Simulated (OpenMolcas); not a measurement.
# GeH2Cl2 (dichlorogermane): levels of theory compared

Wanted: a comparison of 6 runs (HF/STO-3G, HF/3-21G, B3LYP/6-31G*, B3LYP/def2-SVPD, PBE0/def2-SVPD, CCSD(T)/def2-SVPD) of GeH2Cl2 (dichlorogermane). 

The results are computed with OpenMolcas 26.06.

1 further run of the same task is left out (set aside as unsound or not needed).

## 1. The system as given

GeH2Cl2: 5 atoms, total charge 0, spin state singlet. As SMILES, `[Cl][GeH2][Cl]`. The shape is that of a PBE0-D4/def2-TZVP optimisation.

Bond lengths: Cl1–Ge2 2.140 Å, Ge2–Cl3 2.140 Å, Ge2–H4 1.528 Å, Ge2–H5 1.528 Å. Angles: Cl1–Ge2–Cl3 108.2°, Cl1–Ge2–H4 108.2°, Cl1–Ge2–H5 108.2°, Cl3–Ge2–H4 108.2°, Cl3–Ge2–H5 108.2°, H4–Ge2–H5 115.8°.

## 2. Energy and forces at HF/STO-3G (run 1)

test.input reads:

```
&GATEWAY
  BasLib=$CurrDir
  Coord
  5
  angstrom
  Cl      -1.771500      -0.157700       0.977200
  Ge       0.027400       0.080300      -0.156400
  Cl       1.579400      -1.030200       0.811000
  H       -0.198900      -0.525000      -1.541400
  H        0.413600       1.558900      -0.131900
  Basis=STO-3G
  Group=NoSym

&SEWARD

&SCF
  Thresholds=1e-10 1e-07 1e-07 1e-05
  PrOrbitals=1 1

&ALASKA
```

The basis set STO-3G is read from a file made from the Basis Set Exchange's data (not shown).

The run is started by

```bash
$ export MOLCAS_MEM=1860
$ pymolcas test.input > test.log
```

The program printed:

```text
--- Start Module: gateway ---
[...]
--- Stop Module: gateway /rc=_RC_ALL_IS_WELL_ ---
[...]
      Basis functions           38
[...]
--- Start Module: scf ---
[...]
       Convergence after  12 Iterations
[...]
::    Total SCF energy                              -2962.1939702933
[...]
      Total spin, S                                     0.0000000000
[...]
      Total electronic charge=   68.000000
      Total            charge=   -0.000000
[...]
      Dipole Moment (debye):
      Origin of the operator (angstrom)=   -0.0307   -0.2369    0.3378
                   X=  3.2051E-01               Y=  1.7506E+00               Z= -2.7275E+00           Total=  3.2567E+00
      Quadrupole Moment (debye*angstrom):
[...]
--- Stop Module: scf /rc=_RC_ALL_IS_WELL_ ---
--- Start Module: alaska ---
[...]
 *              Molecular gradients               *
 **************************************************
  Irreducible representation: a
 ------------------------------------------------------------------------------------------
                              X                       Y                       Z
 ------------------------------------------------------------------------------------------
  CL1               6.22623881355366E-04    8.28145029614369E-05   -3.92193320728040E-04
  GE2              -3.48417202324036E-03   -1.90062360581535E-02    2.95813327793333E-02
  CL3              -5.34104866581231E-04    3.82237777646566E-04   -3.32778196749928E-04
  H4               -5.25526287370770E-03   -1.43874893028682E-02   -3.04243036486724E-02
  H5                8.65091588220235E-03    3.29286730804270E-02    1.56794238677999E-03
 ------------------------------------------------------------------------------------------
--- Stop Module: alaska /rc=_RC_ALL_IS_WELL_ ---
[...]
```

Wall time 3.6 s (1 thread of AMD EPYC 7R43 (Zen 3), shared host); peak memory 0.37 GiB.

## 3. Energy and forces at HF/3-21G (run 2)

run.inp reads:

```
&GATEWAY
  BasLib = $CurrDir
  Coord
  5
  angstrom
  Cl      -1.771500      -0.157700       0.977200
  Ge       0.027400       0.080300      -0.156400
  Cl       1.579400      -1.030200       0.811000
  H       -0.198900      -0.525000      -1.541400
  H        0.413600       1.558900      -0.131900
  Basis = 3-21G
  Group = NoSym

&SEWARD

&SCF
  Thresholds = 1e-10 1e-07 1e-07 1e-05
  PrOrbitals = 1 2

&ALASKA
```

The basis set 3-21G is read from a file made from the Basis Set Exchange's data (not shown).

The run is started by

```bash
$ export MOLCAS_MEM=1860
$ pymolcas run.inp > run.log
```

The program printed:

```text
--- Start Module: gateway ---
[...]
--- Stop Module: gateway /rc=_RC_ALL_IS_WELL_ ---
[...]
      Basis functions           52
[...]
--- Start Module: scf ---
[...]
       Convergence after  10 Iterations
[...]
::    Total SCF energy                              -2981.1672475109
[...]
      Total spin, S                                     0.0000000000
[...]
      Total electronic charge=   68.000000
      Total            charge=   -0.000000
[...]
      Dipole Moment (debye):
      Origin of the operator (angstrom)=   -0.0307   -0.2369    0.3378
                   X=  3.3836E-01               Y=  1.8482E+00               Z= -2.8797E+00           Total=  3.4384E+00
      Quadrupole Moment (debye*angstrom):
[...]
--- Stop Module: scf /rc=_RC_ALL_IS_WELL_ ---
[...]
--- Start Module: alaska ---
[...]
 *              Molecular gradients               *
 **************************************************
  Irreducible representation: a
 ------------------------------------------------------------------------------------------
                              X                       Y                       Z
 ------------------------------------------------------------------------------------------
  CL1               2.63739060166444E-02    2.58763413316077E-03   -1.52860388037901E-02
  GE2              -3.72950197073285E-03   -2.03448801460944E-02    3.16669587389278E-02
  CL3              -2.30661601435358E-02    1.54589385507613E-02   -1.28316992631685E-02
  H4               -5.89506786550231E-04   -1.57563745085687E-03   -3.61134752172987E-03
  H5                1.01126288426068E-03    3.87394491302473E-03    6.21268497761340E-05
 ------------------------------------------------------------------------------------------
--- Stop Module: alaska /rc=_RC_ALL_IS_WELL_ ---
[...]
```

Run time: 4.2 s. Hardware: 1 thread of AMD EPYC 7R43 (Zen 3), shared host; peak memory 0.38 GiB.

Runs 3 to 4 aren't shown in full; the table further down has their settings and results.

## 4. Energy and forces at PBE0/def2-SVPD (run 5)

mol.inp reads:

```
* Cl2GeH2 Kohn-Sham DFT

&GATEWAY
 BasLib
 $CurrDir
 Coord
 5
 bohr
 Cl    -3.34764983    -0.29800981     1.84664037
 Ge     0.05177850     0.15174501    -0.29555317
 Cl     2.98463344    -1.94679585     1.53256789
 H     -0.37586653    -0.99210622    -2.91282385
 H      0.78159073     2.94589406    -0.24925488
 Basis
 def2-SVPD
 Group
 NoSym

&SEWARD
 GridInput
 Grid=UltraFine
 End of Grid

&SCF
 KSDFT
 PBE0
 Thresholds
 1e-10 1e-07 1e-07 1e-05
 PrOrbitals
 1 1

&ALASKA
```

The basis set def2-SVPD is read from a file made from the Basis Set Exchange's data (not shown).

The run is started by

```bash
$ export MOLCAS_MEM=1860
$ pymolcas mol.inp > mol.log
```

The program printed:

```text
--- Start Module: gateway ---
[...]
--- Stop Module: gateway /rc=_RC_ALL_IS_WELL_ ---
[...]
      Basis functions          108
[...]
--- Start Module: scf ---
[...]
       Convergence after  12 Iterations
[...]
::    Total KS-DFT energy                           -2997.5823859176
[...]
      Total spin, S                                     0.0000000000
[...]
      Total electronic charge=   68.000000
      Total            charge=   -0.000000
[...]
      Dipole Moment (debye):
      Origin of the operator (angstrom)=   -0.0307   -0.2369    0.3378
                   X=  2.0029E-01               Y=  1.0941E+00               Z= -1.7048E+00           Total=  2.0356E+00
      Quadrupole Moment (debye*angstrom):
[...]
--- Stop Module: scf /rc=_RC_ALL_IS_WELL_ ---
[...]
--- Start Module: alaska ---
[...]
 *              Molecular gradients               *
 **************************************************
  Irreducible representation: a
 ------------------------------------------------------------------------------------------
                              X                       Y                       Z
 ------------------------------------------------------------------------------------------
  CL1               5.85153968444274E-03    7.77510922855384E-04   -3.69165908666247E-03
  GE2              -8.92297860098701E-04   -4.85243117644174E-03    7.52827100896880E-03
  CL3              -5.04484218321721E-03    3.61324993108880E-03   -3.14951502869221E-03
  H4                7.24495687323135E-05    3.30085498473576E-04   -2.70013097807720E-04
  H5                1.31507901270922E-05    1.31584824131892E-04   -4.17083795647200E-04
 ------------------------------------------------------------------------------------------
--- Stop Module: alaska /rc=_RC_ALL_IS_WELL_ ---
[...]
```

Wall time 42 s (1 thread of AMD EPYC 7R43 (Zen 3), shared host); peak memory 0.63 GiB.

## 5. A single-point energy at CCSD(T)/def2-SVPD (Cholesky decomposition) (run 6)

job.input reads:

```
* Cl2GeH2 CCSD(T)
>>> EXPORT MOLCAS_PRINT=2
&GATEWAY
BasLib=$CurrDir
Coord
5
angstrom
Cl      -1.771500      -0.157700       0.977200
Ge       0.027400       0.080300      -0.156400
Cl       1.579400      -1.030200       0.811000
H       -0.198900      -0.525000      -1.541400
H        0.413600       1.558900      -0.131900
Basis=def2-SVPD
Group=NoSym
&SEWARD
High
&SCF
Thresholds=1e-10 1e-07 1e-07 1e-05
PrOrbitals=1 2
&CHCC
Frozen=19
Threshold=1e-08
MaxIterations=80
&CHT3
Frozen=19
```

The basis set def2-SVPD is read from a file made from the Basis Set Exchange's data (not shown).

The run is started by

```bash
$ export MOLCAS_MEM=1860
$ pymolcas job.input > job.log
```

The program printed:

```text
--- Start Module: gateway ---
[...]
--- Stop Module: gateway /rc=_RC_ALL_IS_WELL_ ---
[...]
      Basis functions          108
[...]
       Convergence after  12 Iterations
[...]
::    Total SCF energy                              -2995.0772072082
[...]
      Total spin, S                                     0.0000000000
[...]
      Total electronic charge=   68.000000
      Total            charge=   -0.000000
[...]
      Dipole Moment (debye):
      Origin of the operator (angstrom)=   -0.0307   -0.2369    0.3378
                   X=  2.1777E-01               Y=  1.1896E+00               Z= -1.8535E+00           Total=  2.2132E+00
      Quadrupole Moment (debye*angstrom):
[...]
--- Start Module: chcc ---
[...]
--- Stop Module: chcc /rc=_RC_ALL_IS_WELL_ ---
[...]
--- Start Module: cht3 ---
[...]
--- Stop Module: cht3 /rc=_RC_ALL_IS_WELL_ ---
[...]
```

It took 4.5 min on 1 thread of AMD EPYC 7R43 (Zen 3), shared host; peak memory 0.17 GiB.

## 6. The series

```
run                                       level  Cartesian functions  integration grid   energy (Eh)  dipole moment (D) of the reference  HOMO energy (eV)  LUMO energy (eV)  wall time
  1                                   HF/STO-3G                   no                 –  -2962.193970                                3.26            -10.57              7.42      3.6 s
  2                                    HF/3-21G                   no                 –  -2981.167248                                3.44            -12.54              2.62      4.2 s
  3          B3LYP/6-31G* (Cartesian functions)                  yes         UltraFine  -2998.438791                                2.19             -8.69             -0.98       25 s
  4                             B3LYP/def2-SVPD                   no         UltraFine  -2998.220262                                2.01             -8.84             -1.27       41 s
  5                              PBE0/def2-SVPD                   no         UltraFine  -2997.582386                                2.04             -9.10             -0.97       42 s
  6  CCSD(T)/def2-SVPD (Cholesky decomposition)                   no                 –  -2995.642398                                2.21            -12.33              1.83    4.5 min
```

## 7. What came out

| quantity | value |
| --- | --- |
| run 6: total energy | -2995.64240 Eh |
| run 6: dipole moment (mean-field density) | 2.21 D |
| run 6: HOMO energy (Hartree–Fock orbitals) | -12.33 eV |
| run 6: LUMO energy (Hartree–Fock orbitals) | 1.83 eV |
| run 6: HOMO–LUMO gap (Hartree–Fock orbitals) | 14.17 eV |
| run 6: correlation energy (19 core orbitals frozen) | -565.2 mEh |
| run 6: (T) correction | -15.49 mEh |

What this shows: Over runs 1, 2, 3, 4, 5 the dipole moment (its size) runs from 2.01 D (B3LYP/def2-SVPD) to 3.44 D (HF/3-21G). The two ends differ in method and basis. Over runs 1, 2, 3, 4, 5 the HOMO–LUMO gap runs from 7.57 eV (B3LYP/def2-SVPD) to 17.99 eV (HF/STO-3G). Totals of different functionals can't be ranked against each other. In run 1 the basis is minimal, so the values are rough. All runs together took 6.4 min, the longest 4.5 min.
